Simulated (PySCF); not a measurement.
# Al2Cl7: relaxation and vibrations and intensities, part 2 of 2

The task, for Al2Cl7: 2 runs in a chain (relaxation and vibrations and intensities).

PySCF 2.14.0; relaxation, pbe0, def2-tzvpd, and further levels as typed in the inputs. Earlier steps stand in the parts before.

### Step 3. Vibrations and intensities: vibrations and intensities, pbe0, def2-tzvpd

It takes the final geometry of step 2.

Input file run.py:

```python
from pyscf import gto, dft
from pyscf.hessian import thermo
import numpy as np
mol = gto.M(atom="mol.xyz", basis="def2-tzvpd", charge=-1, verbose=4)
mf = dft.RKS(mol, xc="pbe0").density_fit().run(conv_tol=1e-9)
mol.verbose = 0; x = mol.atom_coords(); n = x.size; h = np.zeros((n, n + 3))
def point(d):
    m = mol.set_geom_(x + d.reshape(-1, 3), unit="Bohr", inplace=False); s = dft.RKS(m, xc="pbe0").density_fit()
    s.grids.level = 4
    s.run(mf.make_rdm1(), conv_tol=1e-10); g = s.nuc_grad_method(); g.grid_response = True
    return np.append(g.kernel(), s.dip_moment(unit="AU", verbose=0))
for k in range(n): d = np.zeros(n); d[k] = 0.01; h[k] = (point(d) - point(-d)) / 0.02
H = (h[:, :n] + h[:, :n].T) / 2
f = thermo.harmonic_analysis(mol, H.reshape(mol.natm, 3, mol.natm, 3).transpose(0, 2, 1, 3))
print("harmonic vibrations: frequency (1/cm), infrared intensity (km/mol)")
for w, q in zip(f["freq_wavenumber"], f["norm_mode"]): t = q.ravel() @ h[:, n:]; print(f"  {w.real - w.imag:9.2f} {974.88 * t @ t:9.2f}")
```

Command:

```
> python run.py
```

What it wrote:

```text
[INPUT] num. atoms = 9
[INPUT] num. electrons = 146
[INPUT] charge = -1
[INPUT] spin (= nelec alpha-beta = 2S) = 0
[INPUT] symmetry False subgroup None
[INPUT] Mole.unit = angstrom
[INPUT] Symbol           X                Y                Z      unit          X                Y                Z       unit  Magmom
[INPUT]  1 Cl    -0.029427310000   0.983600840000  -0.211459890000 AA   -0.055609556483   1.858736203492  -0.399601278431 Bohr   0.0
[INPUT]  2 Al     1.963109170000   0.149857310000   0.558625040000 AA    3.709738683922   0.283189273664   1.055648331924 Bohr   0.0
[INPUT]  3 Al    -1.953819640000  -0.049047640000   0.488517460000 AA   -3.692184016396  -0.092686606656   0.923164206468 Bohr   0.0
[INPUT]  4 Cl     3.311070880000   0.880898490000  -0.919276200000 AA    6.257017142223   1.664656889643  -1.737180250831 Bohr   0.0
[INPUT]  5 Cl     1.793888420000  -1.957585100000   0.586214160000 AA    3.389957811829  -3.699299704529   1.107784212742 Bohr   0.0
[INPUT]  6 Cl     2.281550710000   1.037561710000   2.457297670000 AA    4.311505981207   1.960707469235   4.643619602832 Bohr   0.0
[INPUT]  7 Cl    -3.383556110000   1.500422240000   0.188831080000 AA   -6.393994374999   2.835387104806   0.356839025006 Bohr   0.0
[INPUT]  8 Cl    -2.248104640000  -1.691611920000  -0.819100250000 AA   -4.248302068964  -3.196683237850  -1.547875141063 Bohr   0.0
[INPUT]  9 Cl    -1.685384470000  -0.575312410000   2.518858450000 AA   -3.184915062895  -1.087182890963   4.759952617046 Bohr   0.0

nuclear repulsion = 1376.66078361094
number of shells = 142
number of NR pGTOs = 642
number of NR cGTOs = 408
basis = def2-tzvpd
ecp = {}

******** <class 'pyscf.df.df_jk.DFRKS'> ********
method = DFRKS
initial guess = minao
damping factor = 0
level_shift factor = 0
DIIS = <class 'pyscf.scf.diis.CDIIS'>
diis_start_cycle = 1
diis_space = 8
diis_damp = 0
SCF conv_tol = 1e-09
SCF conv_tol_grad = None
SCF max_cycles = 50
direct_scf = False
XC library pyscf.dft.libxc version 7.0.0
    S. Lehtola, C. Steigemann, M. J.T. Oliveira, and M. A.L. Marques.,  SoftwareX 7, 1–5 (2018)
XC functionals = pbe0
    C. Adamo and V. Barone.,  J. Chem. Phys. 110, 6158 (1999)
    M. Ernzerhof and G. E. Scuseria.,  J. Chem. Phys. 110, 5029 (1999)
radial grids:
    Treutler-Ahlrichs [JCP 102, 346 (1995); DOI:10.1063/1.469408] (M4) radial grids

becke partition: Becke, JCP 88, 2547 (1988); DOI:10.1063/1.454033
pruning grids: <function nwchem_prune at 0x7875f6185bc0>
grids dens level: 3
symmetrized grids: False
atomic radii adjust function: <function treutler_atomic_radii_adjust at 0x7875f61868e0>
small_rho_cutoff = 0
Set gradient conv threshold to 3.16228e-05
Initial guess from minao.
tot grids = 170520
******** <class 'pyscf.df.df.DF'> ********
auxbasis = def2-tzvp-jkfit
init E= -3706.16603497845
  HOMO = -0.375333090785082  LUMO = -0.0643339161518007  gap/eV = 8.46272
cycle= 1 E= -3705.67146123858  delta_E= 0.495  |g|= 0.547  |ddm|= 2.86
  HOMO = -0.160559341191533  LUMO = 0.0910791900388632  gap/eV = 6.84743
cycle= 2 E= -3705.67525808263  delta_E= -0.0038  |g|= 0.59  |ddm|= 1.21
  HOMO = -0.19349560838088  LUMO = 0.0912969419389985  gap/eV = 7.74960
cycle= 3 E= -3705.75118004442  delta_E= -0.0759  |g|= 0.0865  |ddm|= 0.592
  HOMO = -0.202589724240198  LUMO = 0.0863653156537582  gap/eV = 7.86287
cycle= 4 E= -3705.75271386379  delta_E= -0.00153  |g|= 0.0392  |ddm|= 0.0891
  HOMO = -0.201076130346908  LUMO = 0.0875968830731793  gap/eV = 7.85519
cycle= 5 E= -3705.75312019562  delta_E= -0.000406  |g|= 0.00269  |ddm|= 0.0303
  HOMO = -0.201386308398278  LUMO = 0.0874896270406584  gap/eV = 7.86071
cycle= 6 E= -3705.75312133663  delta_E= -1.14e-06  |g|= 0.00172  |ddm|= 0.00364
  HOMO = -0.201332250865795  LUMO = 0.0874822297948441  gap/eV = 7.85904
cycle= 7 E= -3705.75312204097  delta_E= -7.04e-07  |g|= 0.000159  |ddm|= 0.0014
  HOMO = -0.201323756616513  LUMO = 0.0874863199379586  gap/eV = 7.85892
cycle= 8 E= -3705.75312204596  delta_E= -4.99e-09  |g|= 4.08e-05  |ddm|= 0.000159
  HOMO = -0.201322515987141  LUMO = 0.087486118819098  gap/eV = 7.85888
cycle= 9 E= -3705.75312204627  delta_E= -3.13e-10  |g|= 1.32e-05  |ddm|= 4.01e-05
  HOMO = -0.20132315427776  LUMO = 0.0874860845335722  gap/eV = 7.85890
Extra cycle  E= -3705.75312204626  delta_E= 1.09e-11  |g|= 1.34e-05  |ddm|= 2.1e-05
converged SCF energy = -3705.75312204626
harmonic vibrations: frequency (1/cm), infrared intensity (km/mol)
      16.46      0.06
      17.62      0.01
      36.88      0.08
      82.09      0.02
      82.41      0.13
      91.90      0.02
     112.72      0.96
     140.39      5.79
     147.63      4.84
     153.99      0.05
     165.50      8.10
     180.19     36.94
     190.87      0.01
     305.69      6.77
     332.61     93.79
     384.73    207.28
     430.11     12.87
     531.80    106.79
     537.26     74.99
     553.16    183.36
     553.56    249.92
```

Run time: 31 min. Hardware: 4 threads of Intel Xeon 6975P-C (Granite Rapids), shared host.

Harmonic frequencies from the force constants, with isotope-averaged masses (PySCF's default) and rigid motions projected out (i: imaginary):

| mode | cm⁻¹ | IR (km/mol) |
| --- | --- | --- |
| 1 | 16 | 0.1 |
| 2 | 18 | 0.0 |
| 3 | 37 | 0.1 |
| 4 | 82 | 0.0 |
| 5 | 82 | 0.1 |
| 6 | 92 | 0.0 |
| 7 | 113 | 1.0 |
| 8 | 140 | 5.8 |
| 9 | 148 | 4.8 |
| 10 | 154 | 0.1 |
| 11 | 166 | 8.1 |
| 12 | 180 | 36.9 |
| 13 | 191 | 0.0 |
| 14 | 306 | 6.8 |
| 15 | 333 | 93.8 |
| 16 | 385 | 207.3 |
| 17 | 430 | 12.9 |
| 18 | 532 | 106.8 |
| 19 | 537 | 75.0 |
| 20 | 553 | 183.4 |
| 21 | 554 | 249.9 |

### Step 4. Results

The summary covers parts 1 to 2.

| quantity | value |
| --- | --- |
| harmonic frequencies (step 3) | 16 to 554 cm⁻¹ |
| zero-point energy (step 3) | 0.313 eV |

What this shows: In step 3 all modes are real: a minimum.
